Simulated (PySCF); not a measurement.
# C5H6OP2: the cost of one run

Programs: PySCF 2.14.0, with routines of our own; each step states its level. All values are computed. Atoms count from 0.

### 1 The system as given

14 atoms, charge 0, multiplicity 1; geometry from: GFN2-xTB.

### 2 Relaxing the molecule at PBE0/6-31G*

The job: settings as JSON, then the geometry in Å.

```
{"job": {"xc": "PBE0", "basis": "6-31G*", "grid": 1, "kind": "geom"}, "charge": 0, "multiplicity": 1}
C     -2.574650    -0.419017    -0.371505
O     -1.752937     0.347116     0.470721
C     -0.407283     0.248028     0.303577
C      0.319463     1.053727     1.162106
P      2.026521     1.260395     1.325422
C      2.649561     0.189198     0.105228
C      1.945014    -0.609462    -0.754303
P      0.233146    -0.836174    -0.927582
H     -3.599159    -0.194225    -0.079439
H     -2.421582    -0.151535    -1.423373
H     -2.380417    -1.490742    -0.249223
H     -0.285301     1.647470     1.840668
H      3.732291     0.167647     0.031954
H      2.514655    -1.212898    -1.456417
```

Command:

```console
> OMP_NUM_THREADS=1 python excited_run.py task.json out
```

This one command runs all jobs of the session in turn.

Q: Estimate the wall time and peak memory of this first job on 1 thread of Arm Neoverse V1, shared host.

About 38 s, with a peak of 0.59 GiB.
